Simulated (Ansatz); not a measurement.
Li2RuN2 in Ansatz: convergence with ecutrho ratio

Input of the first run (ecutrho ratio 4); the others differ in this setting and in those tied to it:

The input input.yaml:

```yaml
crystal:
  lattice:
    - [3.1642327038, 0.0, 0.0]
    - [-1.5821163519, 2.740305905, 0.0]
    - [0.0, 0.0, 5.2114500038]
  atoms:
    - { symbol: Ru, position: [0.0, 0.0, 0.0] }
    - { symbol: "N", position: [0.3333333333, 0.6666666667, 0.213011] }
    - { symbol: "N", position: [0.6666666667, 0.3333333333, 0.786989] }
    - { symbol: Li, position: [0.3333333333, 0.6666666667, 0.63982] }
    - { symbol: Li, position: [0.6666666667, 0.3333333333, 0.36018] }
hamiltonian:
  xc: lda
  pseudopotentials: { kind: paw, level: accurate }
  hubbard: { sites: [{ species: Ru, l: d, u_eff: 1.0 }] }
kpoints:
  mp_grid: { grid: [8, 8, 5] }
scf:
  occupations: { method: gaussian, width: 0.05 }
output:
  forces: true
  stress: true
  eigenvalues: true
basis:
  ecutrho_ratio: 4
```

Potentials or basis: Ansatz PAW earlier set.

Run with:

```console
$ ansatz run input.yaml --threads 2 --pin off --max-ram 5632MiB --backend cpu --events-out ev --progress --plain --runs-dir out
```

The cell comes from a database or a generator and needn't be the stable form of this composition.

Hardware: 2 threads of AMD EPYC 9R45 96-Core Processor (Zen 5) (shared host).

```csv
ecutrho ratio,"energy less the tightest run, at zero smearing (meV/atom)",SCF cycles,CPU time (s),peak memory (GiB)
4,0.00,10,4,0.55
5,0.00,10,4,0.57
6,0.00,10,4,0.58
8,0.00,10,4.2,0.63
10,0.00,10,4.3,0.67
12,0.00,10,4.4,0.73
```

Against the tightest run, the energy stays within 1 meV/atom from 4 on. The tightest run that finished is the yardstick and may itself not be fully converged.

Caveat, for the tightest run too: U without spin polarisation on a metal has little footing.
